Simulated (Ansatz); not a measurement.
Consider a comparison of functionals at one structure of Cs3Pt, space group Pm-3m (the Python package of Ansatz (0.2.0)).

`run_xc.py`:
```python
import warnings

import ansatz
import pandas as pd
from pymatgen.core import Lattice, Structure
from pymatgen.io.ase import AseAtomsAdaptor

warnings.simplefilter("ignore", ansatz.DeckWarning)

pmg_structure = Structure(
    Lattice([(5.777653, 0.0, 0.0), (0.0, 5.777653, 0.0), (0.0, 0.0, 5.777653)]),
    ["Cs", "Cs", "Cs", "Pt"],
    [
        (0.0, 0.0, 0.5),
        (0.0, 0.5, 0.0),
        (0.5, 0.0, 0.0),
        (0.5, 0.5, 0.5),
    ],
)
structure = ansatz.Crystal.from_ase(AseAtomsAdaptor.get_atoms(pmg_structure))

model = (
    structure.calculation()
    .basis(630, xc_grid=2)
    .kpoints(3)
    .occupations("Marzari-Vanderbilt", width=0.05)
    .scf(max_iterations=80)
    .stress()
)

rows = []
for value in ["pbesol", "r2scan", "pbe", "lda", "rpbe"]:
    summary = model.functional(value).run().report
    rows.append((value, summary["free_energy_ev"] / len(summary["lattice"]["sites"]), summary["n_iterations"], sum(summary["stress_gpa"][i][i] for i in range(3)) / 3, summary["n_kpoints"]))

table = pd.DataFrame(rows, columns=["functional", "F/atom (eV)", "iterations", "P (GPa)", "k-points"])
print(table.round(5).to_string(index=False))
```

Rank the functionals by the pressure that they give at this structure. What does the order say about their lattices?

From lowest to highest: LDA (-2.1 GPa), PBEsol (-1.2 GPa), r2SCAN (-0.6 GPa), PBE (-0.1 GPa) and RPBE (1.0 GPa). At a fixed cell a lower pressure usually means a smaller equilibrium volume, so LDA prefers the smallest cell and RPBE the largest.

What the script printed:

```console
$ python run_xc.py
functional  F/atom (eV)  iterations  P (GPa)  k-points
    pbesol  -7284.99509           7 -1.19566         4
    r2scan  -7398.44707           8 -0.62672         4
       pbe  -7383.59161           7 -0.08881         4
       lda  -7189.61652           7 -2.06905         4
      rpbe  -7394.24000           8  1.01787         4
```

Reading the output:
- For a metal this k-point mesh is coarse: on a finer one energies can move by several to tens of meV an atom and pressures by half a GPa or more, differences at one mesh by less.
- Pressure is positive in compression.
- Spin-orbit coupling, which matters for elements this heavy, is left out.
- This cell is a computed structure, which may not be the phase found in nature.
- Total energies of different functionals can't be compared; pressures, moments and gaps at this one structure can.
- Hardware and time: 11 s on 1 thread of Intel(R) Xeon(R) 6975P-C (Granite Rapids), on a shared host, peak memory 0.73 GiB.

(Lines on the test bed's own set-up are left out of the output.)
